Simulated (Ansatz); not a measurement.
A first try at a comparison of dispersion corrections of CH5GeNO, SMILES N[CH]1[O][GeH2]1, using the Python package of Ansatz (0.2.0).

The script, `ch5geno_disp.py`:
```python
import ansatz

BASIS = 'def2-SVP'

GEOMETRY = '''
N     0.38800    1.31220   -0.67490
C     0.55750   -0.08160   -0.54310
O     1.08650   -0.38200    0.64080
Ge   -0.56320   -0.95260    0.67580
H    -0.43130    1.47330   -1.39670
H     0.00650    1.78270    0.21560
H     1.03820   -0.62550   -1.39130
H    -0.58740   -2.49560    0.71060
H    -1.40640   -0.07730    1.74620
'''


def main() -> None:
    geometry = ansatz.Crystal.molecule()
    for line in GEOMETRY.strip().splitlines():
        symbol, *xyz = line.split()
        geometry = geometry.atom(symbol, [float(v) for v in xyz])

    calc = geometry.calculation().basis(gaussian=BASIS)
    for name in ['blyp', 'r2scan']:
        for correction in ('d3bj', 'd4'):
            summary = calc.functional(name, dispersion=correction).run().report
            print(f'{name:8s} {correction:5s} total {summary["total_energy"]:.5f} eV, of which dispersion {1000 * summary["dispersion"]["energy"]["ev"]:.2f} meV')


if __name__ == '__main__':
    main()
```

```console
$ python ch5geno_disp.py
Traceback (most recent call last):
  File "ch5geno_disp.py", line 32, in <module>
    main()
    ~~~~^^
  File "ch5geno_disp.py", line 28, in main
    print(f'{name:8s} {correction:5s} total {summary["total_energy"]:.5f} eV, of which dispersion {1000 * summary["dispersion"]["energy"]["ev"]:.2f} meV')
                                             ~~~~~~~^^^^^^^^^^^^^^^^
KeyError: 'total_energy'
```

What is wrong, and how is it mended?

The fault: the report has no such key (the free energy stands under free_energy_ev). Mended:

```diff
--- before
+++ after
@@ -27,3 +27,3 @@
             summary = calc.functional(name, dispersion=correction).run().report
-            print(f'{name:8s} {correction:5s} total {summary["total_energy"]:.5f} eV, of which dispersion {1000 * summary["dispersion"]["energy"]["ev"]:.2f} meV')
+            print(f'{name:8s} {correction:5s} total {summary["free_energy_ev"]:.5f} eV, of which dispersion {1000 * summary["dispersion"]["energy"]["ev"]:.2f} meV')
```

With that change:

Output of `python ch5geno_disp.py`:
```text
blyp     d3bj  total -61161.18917 eV, of which dispersion -355.82 meV
blyp     d4    total -61161.20360 eV, of which dispersion -370.24 meV
DeckWarning: the engine holds no damping parameters fitted to this dispersion correction and functional, so the run takes those fitted to r2scan beside the three-body term, which d3bj leaves out (hamiltonian.dispersion, under Limitations)
r2scan   d3bj  total -61158.33948 eV, of which dispersion -43.23 meV
r2scan   d4    total -61158.33433 eV, of which dispersion -38.08 meV
```
(Warnings from the package without file and line.)

Notes:
- Total energies depend on the basis set; only differences at equal settings carry meaning.
- The geometry is a force-field or estimated start, not a minimum of this method, and the basis set is short of its limit. D4 holds the three-body term, and d3bj doesn't.
- A dispersion term here runs with damping parameters fitted for another variant or functional.
- The whole script took 9.6 s on 1 thread of Intel(R) Xeon(R) Platinum 8488C (Sapphire Rapids) (shared host), peak memory 0.22 GiB.

(Lines on the test bed's own set-up are left out of the output.)
